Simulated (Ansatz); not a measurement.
# SiC: the cost of one run

Computed with Ansatz 0.2.0 (DFT r²SCAN, frozen-core PAW and all-electron LAPW, scalar-relativistic unless said, unless a step's input says otherwise).

2 further runs of the same task are left out: 2 set aside as unsound or not needed.

### Step 1. Starting point

It takes space group P6_3mc (No. 186, hexagonal). Conventional cell: a = 3.076 Å, b = 3.076 Å, c = 5.048 Å, α = 90.00°, β = 90.00°, γ = 120.00°. Si (site symmetry 3m) is surrounded by 4 C at 1.87 to 1.94 Å. Around C (site symmetry 3m) lie 4 Si at 1.87 to 1.94 Å.

Coordinates:

```
Si C
1.0
     3.07600    0.00000    0.00000
    -1.53800    2.66389    0.00000
     0.00000    0.00000    5.04800
Si C
2 2
Cartesian
  0.0000 1.7759 0.0000
  1.5380 0.8880 2.5240
  0.0000 1.7759 1.9435
  1.5380 0.8880 4.4675
```

Cartesian axes are those of the input's lattice vectors. The structure goes back to a database entry.

### Step 2. Cell and atoms relaxed, PAW

The input, input.yaml:

```yaml
crystal:
  lattice:
    - [3.07599999998, 0.0, 0.0]
    - [-1.53799999999, 2.66389414203, 0.0]
    - [0.0, 0.0, 5.048]
  atoms:
    - { symbol: Si, position: [0.333333333333, 0.666666666667, 0.0] }
    - { symbol: Si, position: [0.666666666667, 0.333333333333, 0.5] }
    - { symbol: C, position: [0.333333333333, 0.666666666667, 0.385] }
    - { symbol: C, position: [0.666666666667, 0.333333333333, 0.885] }
kpoints:
  mp_grid: { grid: [14, 14, 8] }
scf:
  occupations: { method: fermi_dirac, width: 0.08 }
hamiltonian:
  xc: r2scan
  pseudopotentials: { kind: paw }
relax:
  f_tol: 0.002
  max_steps: 80
  cell: {}
output:
  forces: true
  stress: true
```

Command:

```
ansatz run input.yaml --threads 2 --pin off --max-ram 5120MiB --backend cpu --events-out ev --progress --plain --runs-dir out
```

**Question.** How long does this run take on 2 threads of Arm Neoverse V1, shared host, and how much memory does it need?

About 39 s, with a peak of 0.49 GiB.
